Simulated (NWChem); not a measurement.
**TiO2 (SMILES [O]=[Ti]=[O]) at 6 levels**

Wanted: a comparison of 6 runs (B3LYP/6-31G*, B3LYP/STO-3G, PBE0/def2-SVP, TPSSh/pcseg-1, wB97X/pcseg-2, CCSD(T)/STO-3G) of TiO2. 

The results are computed with NWChem 7.3.0.

2 further runs of the same task are left out: 2 that didn't finish.

### 1 The system as given

TiO2: 3 atoms, total charge 0, spin state singlet. As SMILES, `[O]=[Ti]=[O]`. The shape is that of a PBE0-D4/def2-TZVP optimisation.

Bond lengths: O1–Ti2 1.628 Å, Ti2–O3 1.628 Å. Angles: O1–Ti2–O3 111.8°.

### 2 Energy and forces at B3LYP/6-31G(d) (spherical functions) (run 1)

The input, calc.nw:

```
start calc
memory total 2200 mb
geometry noautosym nocenter noautoz
  O        0.921000       0.928800       0.444600
  Ti       0.135000      -0.492000       0.331600
  O       -1.056100      -0.436800      -0.776200
end
basis spherical bse
  * library 6-31G*
end
dft
  xc b3lyp
  grid xfine
  convergence energy 1e-08
  iterations 100
  mulliken
  print low
end
task dft gradient
```

Run with:

```bash
$ nwchem calc.nw > calc.out
```

What it wrote:

```text
[...]
 d= 0,ls=0.0,diis     1   -999.0793553515 -1.13D+03  8.61D-02  5.36D+00     1.3
[...]
 d= 0,ls=0.5,diis    64   -999.8927388578 -7.69D-09  1.82D-06  9.54D-09    58.0
         Total DFT energy =     -999.892738862703
      One electron energy =    -1625.946585569204
           Coulomb energy =      558.385906914193
    Exchange-Corr. energy =      -59.341988417451
 Nuclear repulsion energy =      127.009928209759
[...]
      Total Density - Mulliken Population Analysis
     ---------------------------------------------
    Atom       Charge   Shell Charges
 -----------   ------   -------------------------------------------------------
    1 O    8     8.59   2.00  0.93  2.80  1.03  1.82  0.02
    2 Ti  22    20.83   2.00  2.00  6.00  2.00  5.99  0.04  0.26  0.02  0.08  1.28  1.13  0.03
    3 O    8     8.59   2.00  0.93  2.80  1.03  1.82  0.02
[...]
                         DFT ENERGY GRADIENTS
    atom               coordinates                        gradient
                 x          y          z           x          y          z
   1 O       1.740438   1.755177   0.840172    0.000229  -0.002026   0.001068
   2 Ti      0.255113  -0.929745   0.626633   -0.001033   0.003677  -0.002500
   3 O      -1.995740  -0.825432  -1.466805    0.000803  -0.001651   0.001431
 Task  times  cpu:       61.4s     wall:       61.4s
 Total times  cpu:       61.4s     wall:       61.4s
```

It took 62 s on 1 thread of Intel Xeon 6975P-C (Granite Rapids), shared host; peak memory 0.13 GiB.

### 3 Energy and forces at B3LYP/STO-3G (run 2)

The input, a.nw:

```
echo
START a
TITLE "O2Ti gradient"
memory 2200 mb
charge 0

GEOMETRY units angstroms noautosym nocenter noautoz
 O     0.921000    0.928800    0.444600
 Ti    0.135000   -0.492000    0.331600
 O    -1.056100   -0.436800   -0.776200
END

BASIS spherical bse
 * library STO-3G
END

DFT
 xc b3lyp
 grid xfine
 convergence energy 1e-08
 iterations 100
 mulliken
 print low
END

TASK dft gradient
```

Run with:

```bash
$ nwchem a.nw > a.out
```

What it wrote:

```text
[...]
 d= 0,ls=0.0,diis     1   -988.4128890823 -1.12D+03  2.39D-01  3.20D+00     0.4
[...]
 d= 0,ls=0.0,diis    10   -989.0647125805 -6.38D-09  7.37D-06  5.31D-08     2.3
         Total DFT energy =     -989.064712580478
      One electron energy =    -1609.433524381579
           Coulomb energy =      552.389976002261
    Exchange-Corr. energy =      -59.031092410918
 Nuclear repulsion energy =      127.009928209759
[...]
      Total Density - Mulliken Population Analysis
     ---------------------------------------------
    Atom       Charge   Shell Charges
 -----------   ------   -------------------------------------------------------
    1 O    8     8.23   2.00  1.89  4.35
    2 Ti  22    21.54   2.00  2.00  5.99  2.01  5.87  0.47  0.90  2.30
    3 O    8     8.23   2.00  1.89  4.35
[...]
                         DFT ENERGY GRADIENTS
    atom               coordinates                        gradient
                 x          y          z           x          y          z
   1 O       1.740438   1.755177   0.840172   -0.018530  -0.044570   0.002033
   2 Ti      0.255113  -0.929745   0.626633   -0.014729   0.053420  -0.036066
   3 O      -1.995740  -0.825432  -1.466805    0.033260  -0.008849   0.034033
 Task  times  cpu:        2.7s     wall:        2.7s
 Total times  cpu:        2.7s     wall:        2.7s
```

Run time: 3.3 s. Hardware: 1 thread of Intel Xeon 6975P-C (Granite Rapids), shared host; peak memory 0.12 GiB.

Runs 3 to 5 aren't shown in full; the table further down has their settings and results.

### 4 The energy at CCSD(T)/STO-3G (run 6)

The input, nw.nw:

```
START nw
TITLE "O2Ti"
memory 2200 mb

GEOMETRY units angstrom noautosym nocenter noautoz
  O        0.921000       0.928800       0.444600
  Ti       0.135000      -0.492000       0.331600
  O       -1.056100      -0.436800      -0.776200
END

BASIS spherical bse
  * library STO-3G
END

SCF
  thresh 1e-08
  maxiter 80
END

CCSD
  freeze core 7
  maxiter 60
END

TASK ccsd(t)
```

Run with:

```bash
$ nwchem nw.nw > nw.out
```

What it wrote:

```text
[...]
  functions       =    28
[...]
  wavefunction    = RHF
[...]
         Total SCF energy =   -987.452600758218
      One-electron energy =  -1609.538502757922
      Two-electron energy =    495.075973789945
 Nuclear repulsion energy =    127.009928209759
        Time for solution =      1.2s
[...]
 Total MP2 energy:           -987.740763591631776
[...]
             energy      energy      error      ampl     ampl      Block
                                                time     time      time
[...]
 Total CCSD energy:           -987.726563094428343
[...]
 Total CCSD+T(CCSD) energy:           -987.772033411466168
[...]
 Total CCSD(T) energy:                -987.752321052988918
[...]
```

Run time: 5.4 s. Hardware: 1 thread of Intel Xeon 6975P-C (Granite Rapids), shared host; peak memory 0.11 GiB.

### 5 All runs side by side

| run | level | integration grid | task | energy (Eh) | largest force (eV/Å) | wall time |
| --- | --- | --- | --- | --- | --- | --- |
| 1 | B3LYP/6-31G* (spherical functions) | xfine | gradient | -999.892739 | 0.235 | 62 s |
| 2 | B3LYP/STO-3G | xfine | gradient | -989.064713 | 3.400 | 3.3 s |
| 3 | PBE0/def2-SVP | xfine | gradient | -999.356147 | 0.625 | 13 s |
| 4 | TPSSh/pcseg-1 | xfine | gradient | -999.848775 | 1.283 | 18 s |
| 5 | wB97X/pcseg-2 | fine | gradient | -999.973231 | 0.313 | 3.9 min |
| 6 | CCSD(T)/STO-3G | – | energy | -987.752321 | – | 5.4 s |

### 6 Summary of results

| quantity | value |
| --- | --- |
| run 6: total energy | -987.75232 Eh |
| run 6: HOMO energy (Hartree–Fock orbitals) | -6.47 eV |
| run 6: LUMO energy (Hartree–Fock orbitals) | 3.17 eV |
| run 6: HOMO–LUMO gap (Hartree–Fock orbitals) | 9.64 eV |
| run 6: correlation energy (7 core orbitals frozen) | -299.7 mEh |
| run 6: (T) correction | -25.76 mEh |

**Reading.** Over runs 3, 4, 5 the dipole moment (its size) runs from 6.64 D (PBE0/def2-SVP) to 7.07 D (wB97X/pcseg-2). The two ends differ in method and basis. Over runs 3, 4, 5 the HOMO–LUMO gap runs from 3.38 eV (TPSSh/pcseg-1) to 8.95 eV (wB97X/pcseg-2). Totals of different functionals can't be ranked against each other. In runs 2, 6 the basis is minimal, so the values are rough. All runs together took 5.6 min, the longest 3.9 min.
